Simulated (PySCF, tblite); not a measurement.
# C5H12BrPSi: geometry, infrared bands and NMR shifts

Wanted: the infrared bands and NMR shifts of C5H12BrPSi (`C[C@H]1C[C@](Br)([SiH2]P)C1`), by calculation.

The runs use tblite 0.8.0 and PySCF 2.14.0, with density-fitted response routines of our own; the level of theory stands in each step. All values are computed, except where a source is named. Atoms count from 0, in the outputs and in this text.

## (1) Starting geometry

20 atoms, charge 0, multiplicity 1; geometry from: force field or distance geometry start.

Bonds of the start (Å): C0–C1 1.48, C1–C2 1.55, C2–C3 1.52, C3–Br4 1.92, C3–Si5 1.84, Si5–P6 2.20, C3–C7 1.51, C7–C1 1.52, C0–H8 1.12, C0–H9 1.11, C0–H10 1.11, C1–H11 1.09, C2–H12 1.09, C2–H13 1.10, Si5–H14 1.48, Si5–H15 1.47, P6–H16 1.44, P6–H17 1.45, C7–H18 1.10, C7–H19 1.10.

## (2) Optimising the geometry with GFN2-xTB

The job: settings as JSON, then the geometry in Å.

```
{"job": {"kind": "relax", "xc": "GFN2-xTB", "basis": "xTB"}, "charge": 0, "multiplicity": 1}
C     -2.434500     0.801800     0.303000
C     -1.106500     0.307800    -0.141100
C     -0.123200     0.083200     1.030500
C      0.450900    -1.010000     0.142700
Br     1.191500    -2.440700     1.186100
Si     1.512000    -0.352600    -1.214800
P      2.973000     1.092100    -0.420000
C     -0.973500    -1.194000    -0.337100
H     -2.278300     1.852200     0.653600
H     -2.907800     0.169700     1.078900
H     -3.094800     0.861600    -0.589600
H     -0.716500     0.929100    -0.942500
H      0.527200     0.939500     1.222500
H     -0.624000    -0.375000     1.893700
H      0.733500     0.351400    -2.255900
H      2.210400    -1.453300    -1.895100
H      3.018000     2.206600    -1.330900
H      4.287800     0.516000    -0.249600
H     -1.080100    -1.540900    -1.372200
H     -1.570400    -1.733700     0.415100
```

Started as:

```bash
$ OMP_NUM_THREADS=1 python probes_run.py task.json out
```

One launch serves the whole session: the jobs run in the order shown.

**Question.** This job is followed by: GFN2-xTB harmonic vibrations, gas phase; GIAO PBE0/pcSseg-1 NMR shielding, non-relativistic, gas phase. Predict these results of the whole session: strongest single infrared mode (GFN2-xTB); zero-point energy (GFN2-xTB); 13C shifts against TMS (PBE0/pcSseg-1, means over atoms taken as alike); 1H shifts against TMS (PBE0/pcSseg-1, means over atoms taken as alike); 79Br shifts against HBr (PBE0/pcSseg-1); 29Si shifts against TMS (PBE0/pcSseg-1); 31P shifts against H3PO4 (PBE0/pcSseg-1); surface potential, 1st and 99th percentile.

**Answer**, as computed:

| quantity | value |
| --- | --- |
| strongest single infrared mode (GFN2-xTB) | 2221 cm⁻¹, 274 km/mol |
| zero-point energy (GFN2-xTB) | 95.0 kcal/mol |
| 13C shifts against TMS (PBE0/pcSseg-1, means over atoms taken as alike) | 53.5, 48.6, 27.1, 25.4 ppm |
| 1H shifts against TMS (PBE0/pcSseg-1, means over atoms taken as alike) | 4.70, 2.93, 2.41, 2.08, 1.27, 1.16 ppm |
| 79Br shifts against HBr (PBE0/pcSseg-1) | 686 ppm |
| 29Si shifts against TMS (PBE0/pcSseg-1) | -28.1 ppm |
| 31P shifts against H3PO4 (PBE0/pcSseg-1) | -318.3 ppm |
| surface potential, 1st and 99th percentile | -0.81 V and 0.95 V |

What this shows: Relaxing lowered the energy by 1.327 eV in 182 steps; the close pair that moved most is C3–Si5, from 1.844 to 1.909 Å. All 54 modes are real, so the xTB geometry is a minimum. The strongest single mode, at 2221 cm⁻¹, moves mainly H14. GFN2-xTB is a fitted tight-binding method: band positions and strengths are rough. Its intensities can rank the bands wrongly. C3 stands next to heavy halogen, whose spin-orbit shielding this run leaves out, so the computed shift lies too far downfield, most of all for carbon beside Br or I. At PBE0/pcSseg-1: The largest span, 1541 ppm, is at Br4, where the paramagnetic term is -1188 ppm. At PBE0/pcSseg-1, counted by nearest atom on the grid, the HOMO lies on Br4 58 %; C3 12 %, the LUMO on Br4 37 %; C3 29 %. Spin-orbit coupling is left out, which matters for shieldings and couplings at and beside the heavy atoms.
